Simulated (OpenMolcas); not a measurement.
# A workflow on SiHF3 (SMILES F[SiH](F)F), part 3 of 3

OpenMolcas 26.06.

### 5 Energy and gradient at CASSCF(8,8)/ANO-XS-VDZP (DKH2, root 2, 2 states averaged) (run 15)

Contents of step15.inp:

```
* F3HSi CASSCF
>>> EXPORT MOLCAS_PRINT=2

&GATEWAY
 COORD
 5
 angstrom
 F       -0.447100      -0.082200       1.491300
 Si       0.040700       0.001700      -0.001800
 F       -0.597100       1.281400      -0.657200
 F       -0.495900      -1.263300      -0.767200
 H        1.499400       0.062400      -0.065100
 BASIS
 ANO-XS-VDZP
 GROUP
 NoSym

&SEWARD
 RELATIVISTIC
 R02E00

&RASSCF
 FILEORB
 $CurrDir/step2.RasOrb
 SPIN
 1
 NACTEL
 8 0 0
 INACTIVE
 17
 RAS2
 8
 CIROOT
 2 2 1
 RLXROOT
 2
 ORBLISTING
 Few

&ALASKA
```

On the command line:

```bash
$ export MOLCAS_MEM=1860
$ pymolcas step15.inp > step15.log
```

Standard output, shortened:

```text
--- Start Module: gateway ---
[...]
--- Stop Module: gateway /rc=_RC_ALL_IS_WELL_ ---
[...]
      Basis functions           65
[...]
      Number of active orbitals                  8
[...]
      Spin quantum number                      0.0
[...]
      Active orbitals                            8
[...]
      Number of CSFs                          1764
[...]
      Number of root(s) required                 2
[...]
      Convergence after  8 iterations
[...]
      Natural orbitals and occupation numbers for root  1
      sym 1:   1.982037   1.979301   1.982138   1.998596   0.017683   0.001111   0.021250   0.017884
      Natural orbitals and occupation numbers for root  2
      sym 1:   1.979348   1.975347   1.980992   1.048102   0.018832   0.957581   0.021522   0.018277
      ************************************************************************************************************************
      *                                                    Final results                                                     *
[...]
::    RASSCF root number  1 Total energy:   -588.92735727
::    RASSCF root number  2 Total energy:   -588.46090864
[...]
      Total electronic charge=   42.000000
      Total            charge=   -0.000000
[...]
```

Run time: 4.8 s. Hardware: 1 thread of Intel Xeon 6975P-C (Granite Rapids), shared host; peak memory 0.4 GiB.

### 6 All runs side by side

```
run                                                                                                         level        task      starting guess  partner  energy (Eh)  dipole moment (D) of the reference  wall time
  1                                                                                         HF/ANO-XS-VDZP (DKH2)      energy                   –     base  -588.842931                                1.63        2 s
  2                                                             CASSCF(8,8)/ANO-XS-VDZP (DKH2, 2 states averaged)     excited  orbitals of step 1     base  -588.927357                                1.10      8.7 s
  3                                                               DMRG(8,8)/ANO-XS-VDZP (DKH2, bond dimension 16)      energy  orbitals of step 2     base  -588.941514                                1.57       43 s
  4                                                     MC-PDFT[ftPBE](7,8)/ANO-XS-VDZP (DKH2, 2 states averaged)     excited  orbitals of step 2   cation  -589.767604                                   –      7.5 s
  5                        RASPT2(8,12)/ANO-XS-VDZP (DKH2, ipea shift 0.25 Eh, pt2 variant SS, 2 states averaged)     excited  orbitals of step 2     base  -589.469941                                1.72       23 s
  6  CASPT2(8,8)/ANO-XS-VDZP (DKH2, ipea shift 0.25 Eh, pt2 variant SS, 2 states averaged, second multiplicity 3)  spin-orbit  orbitals of step 2     base  -589.474822                                   –       16 s
  7                                                             CASSCF(8,8)/ANO-XS-VDZP (DKH2, 2 states averaged)     excited  orbitals of step 2     base  -588.927357                                1.10      3.3 s
  8                                                     MC-PDFT[ftPBE](8,8)/ANO-XS-VDZP (DKH2, 2 states averaged)     excited  orbitals of step 2     base  -590.311727                                   –        6 s
  9                                                    MC-PDFT[ftBLYP](8,8)/ANO-XS-VDZP (DKH2, 2 states averaged)     excited  orbitals of step 2     base  -590.702211                                1.10        6 s
 10             CASPT2[IPEA 0.15](8,8)/ANO-XS-VDZP (DKH2, ipea shift 0.15 Eh, pt2 variant XMS, 2 states averaged)     excited  orbitals of step 2     base  -589.478562                                1.10      7.2 s
 11                                PC-NEVPT2(8,8)/ANO-XS-VDZP (DKH2, pt2 variant QD-PC-NEVPT2, 2 states averaged)     excited  orbitals of step 2  rattled  -589.461910                                1.21        9 s
 12                                                     CASSCF(8,8)/ANO-XS-VDZP (DKH2, root 2, 2 states averaged)    optimise  orbitals of step 2     base  -588.713190                                   –       94 s
 13      CASPT2(8,8)/ANO-XS-VDZP (DKH2, ipea shift 0.25 Eh, pt2 variant RMS, 2 states averaged, sigma1 shift 0.2)     excited  orbitals of step 2     base  -589.474813                                1.10      6.9 s
 14                                                                                CASSCF(8,8)/ANO-XS-VDZP (DKH2)    optimise  orbitals of step 2     base  -588.949369                                1.84       21 s
 15                                                     CASSCF(8,8)/ANO-XS-VDZP (DKH2, root 2, 2 states averaged)    gradient  orbitals of step 2     base  -588.460909                                   –      4.8 s
```

### 7 Summary of results

This closing draws on all 3 parts.

| quantity | value |
| --- | --- |
| run 15, CASSCF(8,8)/ANO-XS-VDZP: energy of root 2 | -588.46091 Eh |
| run 15, CASSCF(8,8)/ANO-XS-VDZP: largest force on an atom | 3.902 eV/Å |
| run 15, CASSCF(8,8)/ANO-XS-VDZP: lowest excitation energy within this active space | 12.69 eV |

All runs together took 4.3 min, the longest 94 s.
